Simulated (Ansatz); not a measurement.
# CoPtO2: the cost of one run

Computed with Ansatz 0.2.0 (DFT PBE+U, scalar-relativistic, plane waves, PAW, unless a step's input says otherwise).

### 1 Starting point

Symmetry: R-3m, No. 166, trigonal system. Conventional cell: a = 2.858 Å, b = 2.858 Å, c = 17.900 Å, α = 90.00°, β = 90.00°, γ = 120.00°. Co (site symmetry -3m) has 6 O at 1.92 Å as nearest neighbours. Pt (site symmetry -3m) has 2 O at 2.00 Å as nearest neighbours. O (site symmetry 3m) is surrounded by 3 Co at 1.92 Å and 1 Pt at 2.00 Å.

Structure file:

```xyz
4
Lattice="1.4289 0.8250 5.9666 -1.4289 0.8250 5.9666 0.0000 -1.6499 5.9666" Properties=species:S:1:pos:R:3 pbc="T T T"
Co    0.0000    0.0000    8.9499
Pt    0.0000    0.0000    0.0000
O     0.0000    0.0000   15.8955
O     0.0000    0.0000    2.0043
```

It goes back to an entry of the Materials Project.

This cell was relaxed beforehand with the same method: volume 10.55 Å³/atom, gap on the mesh none (metal).

### 2 Volume × 0.97

input.yaml

```yaml
crystal:
  lattice:
    - [1.4144257765, 0.8166191028, 5.9063452666]
    - [-1.4144257765, 0.8166191028, 5.9063452666]
    - [0.0, -1.6332382057, 5.9063452666]
  atoms:
    - { symbol: Co, position: [0.5, 0.5, 0.5] }
    - { symbol: Pt, position: [0.0, 0.0, 0.0] }
    - { symbol: O, position: [0.8880260229, 0.8880260229, 0.8880260229] }
    - { symbol: O, position: [0.1119739771, 0.1119739771, 0.1119739771] }
basis:
  ecutwfc: 420
kpoints:
  mp_grid: { grid: [18, 18, 18] }
hamiltonian:
  xc: pbe
  hubbard: { sites: [{ species: Co, l: d, u_eff: 3.32 }] }
scf:
  occupations: { method: gaussian, width: 0.1 }
output:
  forces: true
  stress: true
  eigenvalues: true
relax:
  adjacent_minimum: "off"
  f_tol: 0.01
  max_steps: 30
  cell: { stress_tol: 0.1, fix: [volume] }
```

The run is started by

```sh
$ ansatz run input.yaml --threads 1 --pin off --max-ram 2560MiB --backend cpu --events-out ev --progress --plain --runs-dir out
```

**Question.** How long does this run take on 1 thread of Arm Neoverse V2, shared host, and how much memory does it need?

About 3.3 min, with a peak of 1.3 GiB.
